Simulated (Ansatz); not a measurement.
# InNH4 (SMILES [NH2][InH2]) at wB97M-V/def2-SVP (core potential)

Aim: the electronic atomisation energy of InNH4 at wB97M-V/def2-SVP (core potential), from 4 runs. 

The calculation is run with Ansatz 0.2.0.

47 further runs of the same task are left out: 47 set aside as unsound or not needed.

## Step 1: The molecule

InNH4: 6 atoms, total charge 0, spin state singlet. SMILES: `[NH2][InH2]`. The coordinates come from a PBE0-D4/def2-TZVP relaxation.

Bond lengths: N1–In2 2.007 Å, N1–H3 1.006 Å, N1–H4 1.006 Å, In2–H5 1.712 Å, In2–H6 1.712 Å. Angles: N1–In2–H5 115.0°, N1–In2–H6 115.0°, In2–N1–H3 124.3°, In2–N1–H4 124.3°, H5–In2–H6 130.0°, H3–N1–H4 111.3°.

## Step 2: The energy at wB97M-V/def2-SVP (core potential)

Input file run.yaml:

```yaml
crystal:
  periodic: [false, false, false]
  atoms:
    - {symbol: N, position_ang: [-0.092200, -1.060500, 0.036600]}
    - {symbol: In, position_ang: [0.095300, 0.935900, -0.048300]}
    - {symbol: H, position_ang: [-0.598000, -1.552900, 0.753400]}
    - {symbol: H, position_ang: [0.311900, -1.697300, -0.629300]}
    - {symbol: H, position_ang: [1.012500, 1.520500, -1.370700]}
    - {symbol: H, position_ang: [-0.687400, 1.790300, 1.212100]}
basis:
  gaussian: {orbitals: def2-SVP}
hamiltonian: {xc: {name: wB97M-V}}
accuracy: high
output: {orbitals: {seedname: orbitals}}
```

On the command line:

```bash
$ ansatz run run.yaml --threads 1 --pin off --max-ram 3480MiB --events-out events.jsonl --progress --plain --runs-dir runs
```

Output:

```text
Warning: RAYON_NUM_THREADS=1 ignored (pool sized by the plan → 1); use --threads N
Functional definition: wB97M-V
  name "wB97M-V"
  parameter omega = 0.3/bohr
  parameter cx = 0.15
  parameter cx01 = 1.007
  parameter cx10 = 0.259
  parameter css00 = 0.443
  parameter css04 = -1.437
  parameter css10 = -4.535
  parameter css20 = -3.390
  parameter css43 = 4.278
  parameter cos00 = 1.000
  parameter cos10 = 1.358
  parameter cos20 = 2.924
  parameter cos21 = -8.812
  parameter cos60 = -1.390
  parameter cos61 = 9.142
  parameter b = 6.0
  parameter c = 0.01
  gx(w, u) = 1 - cx + cx01*u + cx10*w
  gss(w, u) = css00 + css04*u^4 + css10*w + css20*w^2 + css43*w^4*u^3
  gos(w, u) = cos00 + cos10*w + (cos20 + cos21*u)*w^2 + (cos60 + cos61*u)*w^6
  exchange = spin_sum(e_x_unif_sr(omega)*gx(b97_w, b97_u_x)) + cx*exact_x_sr(omega) + exact_x_lr(omega)
  correlation = spin_sum(e_c_pw_mod_same_spin*gss(b97_w, b97_u_same))
      + integral(e_c_pw_mod_opposite_spin*gos(b97_w_opposite, b97_u_opposite)) + vv10(b, c)
1456 factors; integrals over basis functions are off by at most 3.0e-9 eV
304 factors; integrals over basis functions are off by at most 1.9e-9 eV
mean field evaluation 1: about -6719.7642 eV, gradient 4.7e1 eV
mean field evaluation 2: about -6716.3286 eV, gradient 6.0e1 eV
mean field evaluation 4: about -6724.6852 eV, gradient 4.5e-1 eV
mean field evaluation 8: about -6724.6879 eV, gradient 2.6e-2 eV
mean field evaluation 16: about -6724.6879 eV, gradient 2.1e-6 eV
mean field -6724.68794999 eV, -247.1277240050 hartree, gradient 7.7e-8 eV, S^2 0.000000; 0 other end points of the search recorded, 0 dependent functions left out
reference -6724.68795509 eV, -247.1277241923 hartree; 16, 16 occupied and 44, 44 virtual orbitals, 1456 factors
Total energy: -6724.68795509 eV, -247.1277241923 hartree
```

Run time: 57 s. Hardware: 1 thread of Arm Neoverse N1, shared host; peak memory 0.38 GiB.

## Step 3: The H atom at the same level

Input file input.yaml:

```yaml
crystal:
  periodic: [false, false, false]
  atoms:
    - {symbol: H, position_ang: [0.000000, 0.000000, 0.000000]}
basis:
  gaussian:
    orbitals: def2-SVP
magnetization:
  spin_polarized: true
  initial_magnetization: 1
hamiltonian:
  xc: {name: wB97M-V}
accuracy: high
```

Run the same way, it converges to -0.49171 Eh (log not shown).

## Step 4: The In atom, same level

input.yaml: that of step 3 with these lines changed.

```diff
@@ -3,3 +3,4 @@
   atoms:
-    - {symbol: H, position_ang: [0.000000, 0.000000, 0.000000]}
+    - symbol: In
+      position_ang: [0.000000, 0.000000, 0.000000]
 basis:
```

On the command line:

```bash
$ ansatz run input.yaml --threads 1 --pin off --max-ram 3480MiB --events-out events.jsonl --progress --plain --runs-dir runs
```

Output (excerpt; [...] marks lines left out):

```text
Warning: RAYON_NUM_THREADS=1 ignored (pool sized by the plan → 1); use --threads N
[... 2 set-up lines as earlier in the session ...]
[...]
  gx(w, u) = 1 - cx + cx01*u + cx10*w
  gss(w, u) = css00 + css04*u^4 + css10*w + css20*w^2 + css43*w^4*u^3
  gos(w, u) = cos00 + cos10*w + (cos20 + cos21*u)*w^2 + (cos60 + cos61*u)*w^6
[...]
      + integral(e_c_pw_mod_opposite_spin*gos(b97_w_opposite, b97_u_opposite)) + vv10(b, c)
230 factors; integrals over basis functions are off by at most 1.2e-9 eV
102 factors; integrals over basis functions are off by at most 7.1e-10 eV
[...]
mean field -5171.68640721 eV, -190.0559699698 hartree, gradient 4.6e-8 eV, S^2 0.752401; 0 other end points of the search recorded, 0 dependent functions left out
reference -5171.68640919 eV, -190.0559700427 hartree; 11, 10 occupied and 15, 16 virtual orbitals, 230 factors
Total energy: -5171.68640919 eV, -190.0559700427 hartree
```

Wall time 25 s (1 thread of Arm Neoverse N1, shared host); peak memory 0.36 GiB.

## Step 5: The N atom at the same level

Input file input.yaml:

```yaml
crystal:
  periodic: [false, false, false]
  atoms:
    - {symbol: N, position_ang: [0.000000, 0.000000, 0.000000]}
basis:
  gaussian: {orbitals: def2-SVP}
magnetization: {spin_polarized: true, initial_magnetization: 3}
hamiltonian: {xc: {name: wB97M-V}}
accuracy: high
```

Run the same way, it converges to -54.52542 Eh (log not shown).

## Step 6: Summary of results

At wB97M-V/def2-SVP (core potential):

```
                     quantity          value
       molecule: total energy  -247.12772 Eh
        molecule: HOMO energy       -9.10 eV
        molecule: LUMO energy        0.68 eV
      molecule: HOMO–LUMO gap        9.78 eV
         H atom: total energy    -0.49171 Eh
                 H atom: ⟨S²⟩          0.750
        In atom: total energy  -190.05597 Eh
                In atom: ⟨S²⟩          0.752
         N atom: total energy   -54.52542 Eh
                 N atom: ⟨S²⟩          3.753
electronic atomisation energy      15.769 eV
```

What this shows: Taking the molecule apart into free atoms costs 15.77 eV (1521 kJ/mol), before zero-point energy and without spin-orbit coupling.
